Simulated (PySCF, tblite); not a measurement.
# C7H15P: infrared bands and NMR shifts

What infrared bands and NMR shifts should C7H15P (`CC(C)(C)CP1CC1`) show?

The runs use tblite 0.8.0 and PySCF 2.14.0, with density-fitted response routines of our own; the level of theory stands in each step. All values are computed, except where a source is named. Atoms count from 0, in the outputs and in this text.

## 1. The starting structure

23 atoms, charge 0, multiplicity 1; geometry from: GFN2-xTB.

Bonds of the start (Å): C0–C1 1.53, C1–C2 1.53, C1–C3 1.53, C1–C4 1.53, C4–P5 1.87, P5–C6 1.84, C6–C7 1.51, C7–P5 1.84, C0–H8 1.09, C0–H9 1.09, C0–H10 1.09, C2–H11 1.09, C2–H12 1.09, C2–H13 1.09, C3–H14 1.09, C3–H15 1.09, C3–H16 1.09, C4–H17 1.09, C4–H18 1.10, C6–H19 1.08, C6–H20 1.08, C7–H21 1.08, C7–H22 1.08.

## 2. Infrared spectrum with GFN2-xTB

The job: settings as JSON, then the geometry in Å.

```
{"job": {"kind": "ir", "xc": "GFN2-xTB", "basis": "xTB"}, "charge": 0, "multiplicity": 1}
C     -1.590784     1.504019    -0.163671
C     -1.097253     0.067102     0.002174
C     -2.130989    -0.739576     0.794330
C     -0.902146    -0.568073    -1.374077
C      0.228859     0.060290     0.773044
P      1.601142     1.003851    -0.082709
C      3.039804     0.185324     0.725842
C      2.672881    -0.398843    -0.612272
H     -0.857585     2.091043    -0.714037
H     -1.745065     1.970065     0.807117
H     -2.531063     1.525248    -0.709946
H     -3.084643    -0.750350     0.271094
H     -1.800269    -1.768392     0.923981
H     -2.286923    -0.303192     1.778804
H     -0.159415    -0.009961    -1.942950
H     -1.836429    -0.565130    -1.931255
H     -0.563421    -1.598007    -1.279183
H      0.553464    -0.968403     0.951715
H      0.078274     0.541013     1.745488
H      3.956100     0.758150     0.777980
H      2.856992    -0.410806     1.610173
H      2.244150    -1.391758    -0.634350
H      3.349565    -0.206628    -1.434278
```

**Question.** This job is followed by: GIAO PBE0/pcSseg-1 NMR shielding, non-relativistic, gas phase. What will the session give for the following? strongest single infrared mode (GFN2-xTB); zero-point energy (GFN2-xTB); 13C shifts against TMS (PBE0/pcSseg-1, means over atoms taken as alike); 1H shifts against TMS (PBE0/pcSseg-1, means over atoms taken as alike); 31P shifts against H3PO4 (PBE0/pcSseg-1).

**Answer**, as computed:

| quantity | value |
| --- | --- |
| strongest single infrared mode (GFN2-xTB) | 3037 cm⁻¹, 74 km/mol |
| zero-point energy (GFN2-xTB) | 126.9 kcal/mol |
| 13C shifts against TMS (PBE0/pcSseg-1, means over atoms taken as alike) | 54.2, 33.4, 32.6, 9.4 ppm |
| 1H shifts against TMS (PBE0/pcSseg-1, means over atoms taken as alike) | 1.09, 0.77, 0.72 ppm |
| 31P shifts against H3PO4 (PBE0/pcSseg-1) | -272.3 ppm |

**Reading.** No mode is imaginary among the 63: a minimum at this level. GFN2-xTB is a fitted tight-binding method: band positions and strengths are rough. Its intensities can rank the bands wrongly. At PBE0/pcSseg-1: The largest span, 644 ppm, is at P5, where the paramagnetic term is -376 ppm.
